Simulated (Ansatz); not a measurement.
# Mn3SbN, space group Pm-3m: a projected density of states

Program: the Python package of Ansatz (0.2.0).

Input file `POSCAR_mn3sbn`:
```text
Mn3SbN
1.0
   3.91271200    0.00000000    0.00000000
   0.00000000    3.91271200    0.00000000
   0.00000000    0.00000000    3.91271200
Mn Sb N
3 1 1
Direct
   0.00000000    0.50000000    0.00000000
   0.50000000    0.00000000    0.00000000
   0.00000000    0.00000000    0.50000000
   0.50000000    0.50000000    0.50000000
   0.00000000    0.00000000    0.00000000
```

The cells in order, each with its output:

**Cell 1**
```python
import ansatz as az
from ase.io import read
import numpy as np

KSPACING = 0.32
FUNCTIONAL = 'r2scan'
FILLING = 'gaussian'
SMEARING_WIDTH = 0.1
N_EMPTY = 16
```

**Cell 2**
```python
atoms = read('POSCAR_mn3sbn', format='vasp')
mn3sbn = az.Crystal.from_ase(atoms).moments(Mn=4)
```

**Cell 3**
```python
mn3sbn.resolved().sites[-1]
```
Output:
```text
Site(symbol='N', position=(0.0, 0.0, 0.0), moment=None, axis=None, held=None, saved=None)
```

**Cell 4**
```python
calc = mn3sbn.calculation()
calc = calc.kpoints(spacing=KSPACING).functional(FUNCTIONAL)
calc = calc.hubbard('Mn', 'd', u_eff=3.5)
calc = calc.spin(az.SpinTreatment.COLLINEAR)
calc = calc.occupations(FILLING, width=SMEARING_WIDTH)
calc = calc.scf(extra_bands=N_EMPTY)
calc = calc.density_of_states(projected=True, energy_step=0.05)
outcome = calc.run()
r = outcome.report
```
Output:
```text
DeckWarning: basis.ecutwfc = 500 eV, auto-derived from the records' recommended cutoffs: set by Mn (their level for a meta-GGA)
RunWarning: an SCF from ferrimagnetic starting moments (-4.00, 4.00, 4.00, 0.00, 0.00 Bohr magnetons, atom by atom) was not made, by what the run has read of turns of its moments that order reads lower: the deck asks for what bars it, or types moments that do (magnetization.spin_polarized, in the input reference, names some of the keys), or the run goes by scf.lower_state_search: light, the [...]
```

**Cell 5**
```python
outcome.unlabelled_reasons
```
Output:
```text
['no_forces', 'lower_state_seen']
```

**Cell 6**
```python
dos = outcome.density_of_states()
energy = np.asarray(dos.energies_ev) - dos.fermi_ev
curves = {}
for site in outcome.projected_density_of_states().sites:
    for shell in site.shells:
        weight = sum(np.sum(curve.g_bin_mean_per_ev, axis=0) for curve in shell.curves)
        name = f'{site.species} {shell.label}'
        curves[name] = curves.get(name, 0) + weight
```

**Cell 7**
```python
print('E-EF   ' + ' '.join(f'{name:>8s}' for name in curves))
for e in np.arange(-6, 6 + 0.1, 0.5):
    print(f'{e:5.1f}  ' + ' '.join(f'{np.interp(e, energy, g):8.3f}' for g in curves.values()))
```
Output:
```text
E-EF      Mn 3S    Mn 4S    Mn 3P    Mn 3D    Sb 5S    Sb 5P    Sb 4D     N 2S     N 2P
 -6.0     0.000    0.078    0.028    4.419    0.023    0.231    0.003    0.012    1.147
 -5.5     0.000    0.110    0.020    5.215    0.037    1.108    0.002    0.011    0.730
 -5.0     0.000    0.052    0.006    2.411    0.047    0.546    0.001    0.007    0.192
 -4.5     0.000    0.014    0.004    0.471    0.009    0.495    0.000    0.001    0.111
 -4.0     0.000    0.049    0.006    1.188    0.010    0.829    0.000    0.007    0.213
 -3.5     0.000    0.060    0.006    1.059    0.073    0.512    0.000    0.014    0.309
 -3.0     0.000    0.027    0.003    0.386    0.034    0.143    0.000    0.001    0.234
 -2.5     0.001    0.141    0.004    0.868    0.368    0.320    0.001    0.005    0.556
 -2.0     0.000    0.009    0.000    0.053    0.030    0.017    0.000    0.002    0.033
 -1.5     0.000    0.077    0.001    0.217    0.010    0.114    0.000    0.001    0.094
 -1.0     0.000    0.076    0.003    0.583    0.022    0.573    0.001    0.072    0.228
 -0.5     0.000    0.093    0.002    1.302    0.015    0.383    0.001    0.066    0.222
  0.0     0.000    0.209    0.004    2.029    0.018    0.668    0.003    0.053    0.408
  0.5     0.000    0.111    0.002    1.600    0.020    0.439    0.001    0.025    0.250
  1.0     0.000    0.204    0.003    5.042    0.011    0.393    0.002    0.029    0.224
  1.5     0.000    0.039    0.000    0.617    0.003    0.011    0.000    0.001    0.013
  2.0     0.000    0.077    0.001    1.943    0.013    0.051    0.001    0.007    0.017
  2.5     0.000    0.154    0.001    2.600    0.014    0.042    0.001    0.028    0.025
  3.0     0.000    0.306    0.001    2.024    0.176    0.057    0.001    0.039    0.085
  3.5     0.000    0.418    0.002    4.374    0.054    0.272    0.001    0.041    0.245
  4.0     0.000    0.258    0.001    2.055    0.033    0.169    0.000    0.015    0.146
  4.5     0.001    0.688    0.001    0.843    0.033    0.230    0.001    0.018    0.148
  5.0     0.001    0.439    0.001    0.986    0.033    0.096    0.001    0.117    0.188
  5.5     0.001    0.496    0.001    0.755    0.019    0.157    0.001    0.090    0.209
  6.0     0.000    0.321    0.001    0.349    0.032    0.130    0.000    0.029    0.123
```

Caveats:
- Other magnetic orders than the one started from may lie lower.
- r2SCAN tends to overestimate the moments of itinerant magnets.
- This cell is a computed structure, which may not be the phase found in nature.
- Warnings are shown shortened and without file and line.
- Curves are summed over the cell's atoms. Only shells that the potentials hold have channels, so projections don't add up to the total, least of all where a shell is missing (p of most metals); heights and places of peaks move with the mesh.
- The density of states is complete only as far up as bands were computed.
- The whole script took 25 s on 1 thread of Arm Neoverse V2, on a shared host, peak memory 0.71 GiB.

(Lines on the test bed's own set-up are left out of the output.)
